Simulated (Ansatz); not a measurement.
# Te4Pt3 in Ansatz: the effect of Hubbard term

Te4Pt3:

```xyz
7
Lattice="1.9940 1.1512 11.7967 -1.9940 1.1512 11.7967 0.0000 -2.3025 11.7967" Properties=species:S:1:pos:R:3 pbc="T T T"
Pt    0.0000    0.0000   30.2231
Pt    0.0000    0.0000    5.1669
Pt    0.0000    0.0000    0.0000
Te    0.0000    0.0000   24.9500
Te    0.0000    0.0000   10.4401
Te    0.0000    0.0000   19.7122
Te    0.0000    0.0000   15.6778
```

Alike in all runs:

- Program: Ansatz 0.2.0
- Task: band structure
- Functional: PBEsol
- Potentials or basis: Ansatz PAW
- Cutoff: 420 eV (not typed: the program's choice for these potentials)
- k mesh: 8 × 8 × 8
- Occupations: fermi-dirac, width 0.05 eV
- Spin: no spin polarisation
- Path: [["G", "L", "B1"], ["B", "Z", "G", "X"], ["Q", "F", "P1", "Z"], ["L", "P"]]
- Points for each segment of the path: 10
- Hubbard projectors: ortho-atomic (the default)
- Double counting: fll (the default)

```csv
Hubbard term,pressure (GPa),largest force (eV/Å)
none,-1.2,0.63
Pt d U = 1 eV,-1.2,0.62
Pt d U = 2 eV,-1.2,0.60
Pt d U = 3 eV,-1.2,0.58
Pt d U = 4 eV,-1.1,0.55
Pt d U = 5 eV,-1.0,0.52
Pt d U = 6 eV,?,?
Pt d U = 8 eV,-0.6,0.40
```

Problem. What does the run with Hubbard term Pt d U = 6 eV give?

Solution. Pressure -0.9 GPa; largest force 0.48 eV/Å.

Worked out: A parabola through the other rows of the pressure, of slope 0.127 GPa per eV there, gives -0.9 GPa, against the run's -0.9. A parabola through the other rows of the largest force, of slope -0.038 eV/Å per eV there, gives 0.48 eV/Å, against the run's 0.48.

Caveats: the PAW data sets come from PBE, with cores solved anew for the run's functional, which leaves a small shift of forces and pressure; U without spin polarisation on a metal has little footing (some runs); the U is typed as a test and isn't derived for this compound (some runs).
